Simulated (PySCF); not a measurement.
# The bond of BiCl, level by level

Aim: find the lowest electronic state of BiCl, scan its bond at several levels of theory, and get bond length, wavenumber and dissociation energy from each curve.

Method: Bi def2-SVP with ECP60, Cl def2-SVP, scalar-relativistic core potentials; program: PySCF 2.14.0.

## (1) The job

A driver script around PySCF takes these settings:

```yaml
atoms: Bi, Cl
charge: 0
basis: Bi def2-SVP with ECP60, Cl def2-SVP
Hamiltonian: scalar-relativistic core potentials
basis_functions: 44
electrons_treated: 40
masses_in_u: 208.9804, 34.9689
levels: PBE0, PBE, r²SCAN, r²SCAN0, BLYP, BP86, ωB97X, HF, MP2, SCS-MP2, CCSD, CCSD(T)
grid: 80 radial by 434 angular points
occupations: held fixed by the projection of orbital angular momentum
dissociation_limit: Bi + Cl, each in its ground configuration
starting_distance_in_angstrom: 2.430
values_of_2S_to_try: 0, 2, 4
```

Further steps of the session: PBE0 along the bond; Higher solutions at PBE0; PBE (GGA); r²SCAN (meta-GGA); r²SCAN0 (hybrid meta-GGA); BLYP (GGA); BP86; ωB97X (range-separated hybrid); UHF (mean field); MP2 and coupled cluster.

What does the calculation give? Wanted: for each run, Re; ωe; De; μ.

The runs gave:

Lowest PBE0 solution found, without spin–orbit coupling: ³Σ⁻ (triplet), unpaired electrons π ↑↑. State 2 has its PBE0 minimum 0.32 eV higher, as a spin-mixed determinant (⟨S²⟩ = 1.00), so this is no gap between pure states. State 3 has its PBE0 minimum 1.18 eV higher. The other levels ran on the lowest alone.

```
      level  Re (Å)  ωe (cm⁻¹)  De (eV)  μ (D)
        UHF   2.491        335     1.41  -3.98
    UHF-MP2   2.475        344     2.34    n/a
UHF-SCS-MP2   2.483        340     2.28    n/a
   UHF-CCSD   2.487        335     2.19    n/a
UHF-CCSD(T)   2.490        332     2.28    n/a
        PBE   2.487        330     3.19  -2.83
       BLYP   2.512        318     3.11  -2.76
       BP86   2.490        328     3.16  -2.80
     r²SCAN   2.477        337     2.98  -3.12
       PBE0   2.469        342     2.93  -3.17
    r²SCAN0   2.464        345     2.77  -3.29
      ωB97X   2.460        349     3.18  -3.27
```

De is counted to Bi + Cl in their ground configurations. A positive dipole means Bi(−)Cl(+).

Differences from CCSD(T) in the same basis:

```
      level  Re (mÅ)  ωe (%)
        UHF       +1    +0.8
    UHF-MP2      -16    +3.6
UHF-SCS-MP2       -7    +2.2
   UHF-CCSD       -3    +0.8
        PBE       -3    -0.7
       BLYP      +22    -4.3
       BP86        0    -1.2
     r²SCAN      -13    +1.5
       PBE0      -22    +2.8
    r²SCAN0      -26    +3.9
      ωB97X      -30    +5.2
```

**Reading.** Against CCSD(T) in the same basis, the bond length is nearest at BP86 (0 mÅ) and farthest at ωB97X (-30 mÅ); the wavenumber is nearest at PBE (-0.7 %) and farthest at ωB97X (+5.2 %). CCSD(T) in a basis this small is itself some way from its limit, more so than the functionals. Of the levels with a De here, UHF gives the least (1.41 eV) and PBE the most (3.19 eV).

Correlated steps freeze 9 core orbitals. Spin–orbit coupling is left out, which matters for elements this heavy, above all for dissociation energies. With spin–orbit coupling the term label itself may not hold.
